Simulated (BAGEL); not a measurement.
# C2H3FSSi (SMILES F[SiH2]C=C=S) at HF/STO-3G (density fitting with qzvpp-jkfit)

What is the energy change on altering one bond length of C2H3FSSi at HF/STO-3G (density fitting with qzvpp-jkfit)? 

The results are computed with BAGEL 1.2.2.

2 further runs of the same task are left out: 1 that didn't finish, 1 set aside as unsound or not needed. Runs told in other sessions of the task aren't counted.

## 1. The molecule

C2H3FSSi has 8 atoms, charge 0, and is taken as a singlet. As SMILES, `F[SiH2]C=C=S`. The coordinates come from a GFN2-xTB relaxation. This is one conformer, not always the lowest.

Bond lengths: F1–Si2 1.605 Å, Si2–C3 1.881 Å, C3–C4 1.294 Å, C4–S5 1.555 Å, Si2–H6 1.455 Å, Si2–H7 1.455 Å, C3–H8 1.077 Å. Angles: F1–Si2–C3 108.1°, Si2–C3–C4 122.9°, C3–C4–S5 176.4°, F1–Si2–H6 105.0°, F1–Si2–H7 105.2°, C3–Si2–H6 111.4°, C3–Si2–H7 111.0°, Si2–C3–H8 116.6°, C4–C3–H8 120.6°, H6–Si2–H7 115.5°.

## 2. A single-point energy at HF/STO-3G (density fitting with qzvpp-jkfit)

Contents of job.json:

```json
{ "bagel" : [

{
  "title" : "molecule",
  "basis" : "sto-3g",
  "df_basis" : "qzvpp-jkfit",
  "angstrom" : true,
  "geometry" : [
    { "atom" : "F", "xyz" : [   -1.253920,   -0.326960,    1.463900 ] },
    { "atom" : "Si", "xyz" : [    0.267060,    0.041160,    1.106290 ] },
    { "atom" : "C", "xyz" : [    0.429860,    0.092500,   -0.766640 ] },
    { "atom" : "C", "xyz" : [   -0.572580,   -0.090000,   -1.563850 ] },
    { "atom" : "S", "xyz" : [   -1.833740,   -0.323980,   -2.443310 ] },
    { "atom" : "H", "xyz" : [    0.486020,    1.354760,    1.693630 ] },
    { "atom" : "H", "xyz" : [    1.064030,   -1.038480,    1.669340 ] },
    { "atom" : "H", "xyz" : [    1.413270,    0.291000,   -1.159350 ] }
  ]
},
{
  "title" : "hf"
},
{
  "title" : "print",
  "file" : "orbitals.molden",
  "orbitals" : true
}

]}
```

Launch:

```
$ BAGEL_NUM_THREADS=1 BAGEL job.json > job.out
```

What it wrote:

```text
* using 1 threads per process

  ===============================================================
  ===============================================================

  *** Geometry ***

  { "atom" : "F", "xyz" : [     -2.369565,     -0.617865,      2.766370 ] },
  { "atom" : "Si", "xyz" : [      0.504670,      0.077781,      2.090585 ] },
  { "atom" : "C", "xyz" : [      0.812318,      0.174800,     -1.448740 ] },
  { "atom" : "C", "xyz" : [     -1.082019,     -0.170075,     -2.955248 ] },
  { "atom" : "S", "xyz" : [     -3.465266,     -0.612233,     -4.617187 ] },
  { "atom" : "H", "xyz" : [      0.918445,      2.560125,      3.200497 ] },
  { "atom" : "H", "xyz" : [      2.010725,     -1.962443,      3.154595 ] },
  { "atom" : "H", "xyz" : [      2.670693,      0.549910,     -2.190854 ] },

  Number of auxiliary basis functions:      537

  Since a DF basis is specified, we compute 2- and 3-index integrals:
    o Being stored without compression. Storage requirement is 0.006 GB

  Number of basis functions:       36
  Number of electrons      :       54

    * METHOD: MOLECULE                             0.46

  *** RHF ***

  === Nuclear Repulsion ===
   246.5067120186

      * DIIS with orbital gradients will be used.

  === RHF iteration (sto-3g) ===
      0       -853.20836502          0.01415695           0.07
      1       -853.28516462          0.00907582           0.06
      2       -853.31667799          0.00176130           0.09
      3       -853.31861362          0.00047155           0.09
      4       -853.31890802          0.00015398           0.07
      5       -853.31894430          0.00005642           0.07
      6       -853.31894708          0.00002948           0.07
      7       -853.31894802          0.00000778           0.07
      8       -853.31894810          0.00000178           0.07
      9       -853.31894810          0.00000088           0.07
     10       -853.31894810          0.00000040           0.07
     11       -853.31894810          0.00000007           0.07
     12       -853.31894810          0.00000002           0.07
     13       -853.31894810          0.00000001           0.07
     14       -853.31894810          0.00000001           0.07
    * SCF iteration converged.

    * Permanent dipole moment:
           (   -0.688681,    -0.157309,    -0.113919) a.u.

    * METHOD: HF                                   1.34

    * METHOD: PRINT                                0.01

  ===============================================================
```

Run time: 2.2 s. Hardware: 1 thread of AMD EPYC, shared host; peak memory 0.079 GiB.

## 3. The distorted shape, same level

Contents of input.json:

```json
{ "bagel": [

{
  "title": "molecule",
  "basis": "sto-3g",
  "df_basis": "qzvpp-jkfit",
  "angstrom": true,
  "geometry": [
    { "atom": "F", "xyz": [   -1.745580,   -0.426201,    1.660237 ] },
    { "atom": "Si", "xyz": [   -0.224600,   -0.058081,    1.302627 ] },
    { "atom": "C", "xyz": [   -0.061800,   -0.006741,   -0.570303 ] },
    { "atom": "C", "xyz": [   -1.064240,   -0.189241,   -1.367513 ] },
    { "atom": "S", "xyz": [   -2.325400,   -0.423221,   -2.246973 ] },
    { "atom": "H", "xyz": [   -0.005640,    1.255519,    1.889967 ] },
    { "atom": "H", "xyz": [    0.572370,   -1.137721,    1.865677 ] },
    { "atom": "H", "xyz": [    1.413270,    0.291000,   -1.159350 ] }
  ]
},
{
  "title": "hf"
},
{
  "title": "print",
  "file": "orbitals.molden",
  "orbitals": true
}

]}
```

Launch:

```
$ BAGEL_NUM_THREADS=1 BAGEL input.json > input.out
```

What it wrote:

```text
* using 1 threads per process

  ===============================================================
  ===============================================================

  *** Geometry ***

  { "atom" : "F", "xyz" : [     -3.298668,     -0.805403,      3.137393 ] },
  { "atom" : "Si", "xyz" : [     -0.424432,     -0.109757,      2.461608 ] },
  { "atom" : "C", "xyz" : [     -0.116785,     -0.012739,     -1.077716 ] },
  { "atom" : "C", "xyz" : [     -2.011122,     -0.357614,     -2.584225 ] },
  { "atom" : "S", "xyz" : [     -4.394369,     -0.799772,     -4.246164 ] },
  { "atom" : "H", "xyz" : [     -0.010658,      2.372587,      3.571520 ] },
  { "atom" : "H", "xyz" : [      1.081623,     -2.149981,      3.525619 ] },
  { "atom" : "H", "xyz" : [      2.670693,      0.549910,     -2.190854 ] },

  Number of auxiliary basis functions:      537

  Since a DF basis is specified, we compute 2- and 3-index integrals:
    o Being stored without compression. Storage requirement is 0.006 GB

  Number of basis functions:       36
  Number of electrons      :       54

    * METHOD: MOLECULE                             0.50

  *** RHF ***

  === Nuclear Repulsion ===
   244.3967432842

      * DIIS with orbital gradients will be used.

  === RHF iteration (sto-3g) ===
      0       -853.09573893          0.01405778           0.07
      1       -853.17354161          0.00863835           0.09
      2       -853.20212692          0.00194864           0.08
      3       -853.20425630          0.00048448           0.08
      4       -853.20452486          0.00020706           0.08
      5       -853.20455527          0.00008255           0.08
      6       -853.20456550          0.00003778           0.09
      7       -853.20456759          0.00000770           0.09
      8       -853.20456766          0.00000245           0.08
      9       -853.20456767          0.00000128           0.09
     10       -853.20456767          0.00000037           0.08
     11       -853.20456767          0.00000011           0.08
     12       -853.20456767          0.00000004           0.09
     13       -853.20456767          0.00000002           0.09
     14       -853.20456767          0.00000001           0.12
     15       -853.20456767          0.00000001           0.08
    * SCF iteration converged.

    * Permanent dipole moment:
           (   -0.657155,    -0.150719,    -0.142797) a.u.

    * METHOD: HF                                   1.62

    * METHOD: PRINT                                0.01

  ===============================================================
```

Wall time 2.6 s (1 thread of AMD EPYC, shared host); peak memory 0.079 GiB.

## 4. Results

Level: HF/STO-3G (density fitting with qzvpp-jkfit).

| quantity | value |
| --- | --- |
| first shape: total energy | -853.31895 Eh |
| first shape: dipole moment | 1.82 D |
| first shape: HOMO energy | -5.92 eV |
| first shape: LUMO energy | 5.86 eV |
| first shape: HOMO–LUMO gap | 11.79 eV |
| distorted shape: total energy | -853.20457 Eh |
| distorted shape: dipole moment | 1.75 D |
| distorted shape: HOMO energy | -5.87 eV |
| distorted shape: LUMO energy | 4.86 eV |
| distorted shape: HOMO–LUMO gap | 10.74 eV |
| energy change with the C3–H8 bond stretched from 1.077 to 1.616 Å | 3.112 eV |

What this shows: With the C3–H8 bond stretched from 1.077 to 1.616 Å the energy rises by 3.11 eV (300 kJ/mol). The first shape isn't relaxed at this level, so the change isn't measured from a minimum. The minimal basis adds a large error of its own.
